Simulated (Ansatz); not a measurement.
# CuO: the cost of one run

Computed with Ansatz 0.2.0, Gaussian basis. Level: the settings change from run to run.

### Step 1. The relaxed structure

The structure was relaxed beforehand with PBE0-D4 in a triple-zeta def2 set.

SMILES `[O][Cu]`, 2 atoms, charge 0, spin multiplicity 2.

Atoms are counted from 1 here; the program's logs count them from 0.

Bond lengths: O1–Cu2 1.758 Å.

Coordinates:

```csv
atom,x (Å),y (Å),z (Å)
O1,0.7501,-0.2486,0.3849
Cu2,-0.7501,0.2486,-0.3849
```

### Step 2. B97/ANO-RCC-VTZP

This run has restricted open-shell orbitals, a point charge of -1.00 e beside it, relativity set to none, high accuracy.

Input file in.yaml:

```yaml
crystal:
  periodic: [false, false, false]
  atoms:
    - {symbol: O, position_ang: [0.750140, -0.248590, 0.384903]}
    - {symbol: Cu, position_ang: [-0.750140, 0.248590, -0.384903]}
basis:
  gaussian: {orbitals: ANO-RCC-VTZP, point_charges: [{charge: -1.00, position_ang: [5.643, 0.026, 0.695]}]}
magnetization: {spin_polarized: false, initial_magnetization: 1}
hamiltonian: {xc: {name: B97}, pseudopotentials: {relativity: none}}
accuracy: high
```

Started as:

```console
$ ansatz run in.yaml --threads 2 --pin off --events-out ev --progress --plain --max-ram 32768MiB --backend cpu
```

**Question.** How long does this run take on 2 threads of AMD EPYC 7R13, shared host, and how much memory does it need?

About 64 s, with a peak of 0.73 GiB.
